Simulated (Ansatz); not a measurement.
# BrClH4MgSi: the cost of one run

Computed with Ansatz 0.2.0, Gaussian basis. Level: PBE0-D4, def2-SVP first, then def2-TZVP.

152 further runs of the same task are left out: 152 set aside as unsound or not needed. Runs told in other sessions of the task aren't counted.

## Step 1: Where the work starts

The guess: 8 atoms, charge 0, spin multiplicity 1.

Atoms are counted from 1 here; the program's logs count them from 0.

Bond lengths: Mg1–Br2 2.993 Å, Mg1–Cl3 2.164 Å, Mg1–H4 1.860 Å, Mg1–Si5 2.591 Å, Br2–H4 1.796 Å, Si5–H6 1.474 Å, Si5–H7 1.471 Å, Si5–H8 1.476 Å. Angles: Br2–Mg1–Cl3 121.4°, Br2–Mg1–H4 34.4°, Br2–Mg1–Si5 87.4°, Cl3–Mg1–H4 138.7°, Cl3–Mg1–Si5 122.5°, H4–Mg1–Si5 53.2°, Mg1–Br2–H4 35.8°, Mg1–H4–Br2 109.8°, Mg1–Si5–H6 102.1°, Mg1–Si5–H7 123.4°, Mg1–Si5–H8 109.5°, H6–Si5–H7 105.7°, H6–Si5–H8 107.2°, H7–Si5–H8 107.8°.

As a file:

```
atom    x (Å)    y (Å)    z (Å)
 Mg1  -0.0762  -1.5417  -0.2763
 Br2  -0.0844  -1.1969   2.6963
 Cl3  -1.7223  -2.4967  -1.3056
  H4   0.1935  -0.3572   1.1327
 Si5   0.3888   1.0016  -0.4517
  H6   0.6084   1.1756  -1.8987
  H7   1.5263   1.6642   0.2055
  H8  -0.8340   1.7513  -0.1022
```

Distances that are to change: Mg1–Si5 2.59 Å, Br2–H4 1.80 Å, Mg1–Br2 2.99 Å, H4–Si5 2.10 Å.

## Step 2: Relaxing the guess with the reacting distances held

Contents of hold/in.yaml:

```yaml
crystal:
  periodic: [false, false, false]
  atoms:
    - {symbol: Mg, position_ang: [-0.076200, -1.541700, -0.276300]}
    - {symbol: Br, position_ang: [-0.084400, -1.196900, 2.696300]}
    - {symbol: Cl, position_ang: [-1.722300, -2.496700, -1.305600]}
    - {symbol: H, position_ang: [0.193500, -0.357200, 1.132700]}
    - {symbol: Si, position_ang: [0.388800, 1.001600, -0.451700]}
    - {symbol: H, position_ang: [0.608400, 1.175600, -1.898700]}
    - {symbol: H, position_ang: [1.526300, 1.664200, 0.205500]}
    - {symbol: H, position_ang: [-0.834000, 1.751300, -0.102200]}
basis:
  gaussian: {orbitals: def2-SVP}
hamiltonian: {xc: pbe0, dispersion: d4}
relax: {f_tol: 0.04, max_steps: 150, escape_saddle: false, constraints: [{distance: [0, 4]}, {distance: [1, 3]}, {distance: [0, 1]}, {distance: [3, 4]}]}
```

Command:

```bash
ansatz run in.yaml --threads 8 --pin off --events-out ev --progress --plain --max-ram 19148MiB
```

**Question.** How long does this run take on 8 threads of Arm Neoverse V1, shared host?

About 8.5 s.
